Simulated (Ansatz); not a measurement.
**CrCH2+ (sextet): the correlation ladder at a displaced geometry (v2), def2-SVP**

An exercise on one series of results from a longer session: the logs are not shown, and one member is left open.

Program: Ansatz 0.2.0, Gaussian basis. Level of theory: def2-SVP, core rule «outside noble gas», up to 10 orbitals frozen. These are calculated values, not measurements.

Plan: UHF; CCSD(T) on ROHF; CCSD(T) on UHF; CISD; CCSDT(Q) on ROHF; CCSDT(Q) on UHF.

10 further runs of the same task are left out: 4 that didn't finish, 6 set aside as unsound or not needed.

**The geometry**

The geometry is a PBE0/def2-TZVP stationary point (not a proven minimum) with its atoms shifted at random (size 0.100 Å).

4 atoms, charge 1, spin multiplicity 6.

Atoms are counted from 1 here; the program's logs count them from 0.

Bond lengths: Cr1–C2 1.989 Å, C2–H3 1.076 Å, C2–H4 1.173 Å. Angles: Cr1–C2–H3 125.9°, Cr1–C2–H4 120.6°, H3–C2–H4 110.7°.

Set-up of the first run:

The input, in.yaml:

```yaml
crystal:
  periodic: [false, false, false]
  atoms:
    - {symbol: Cr, position_ang: [0.031419, 0.000055, 0.440171]}
    - {symbol: C, position_ang: [-0.133455, 0.008429, -1.541642]}
    - {symbol: H, position_ang: [-0.056834, 0.872859, -2.177374]}
    - {symbol: H, position_ang: [0.026274, -0.976119, -2.159160]}
basis:
  gaussian: {orbitals: def2-SVP}
total_charge: 1
magnetization: {spin_polarized: true, initial_magnetization: 5}
hamiltonian: {xc: hf}
output: {orbitals: {seedname: orbitals}}
```

Run with:

```bash
$ ansatz run in.yaml --threads 1 --pin off --events-out ev --progress --plain --max-ram 2393MiB
```

Among the steps run: UHF; CCSD(T) on ROHF; CCSD(T) on UHF; CISD; CCSDT(Q) on ROHF; CCSDT(Q) on UHF.

One table of the session follows, with a row left open; its other results are not shown here.

It belongs to the step «Misses and costs». 

```
   method  from UCCSDT(Q) (meV)
     ROHF               +6110.1
     RMP2               +1240.2
     UMP2               +1159.1
     CISD                     ?
    RCCSD                +255.6
    UCCSD                +250.0
 RCCSD(T)                 +67.0
 UCCSD(T)                 +58.4
   RCCSDT                 +24.5
   UCCSDT                 +17.6
RCCSDT(Q)                 +19.2
UCCSDT(Q)                     0
```

Q: Estimate the row for CISD from the others.

**Answer.** from UCCSDT(Q) (meV): +702.8. In the column «from UCCSDT(Q) (meV)» it lies between RCCSD (+255.6) and UMP2 (+1159.1).

Left out of the table: UHF (another determinant or state than the rows shown).

To keep in mind: Restricted and unrestricted rows rest on different reference determinants; where their highest levels disagree by more than a few hundredths of an eV, they describe different states and don't form one ladder.
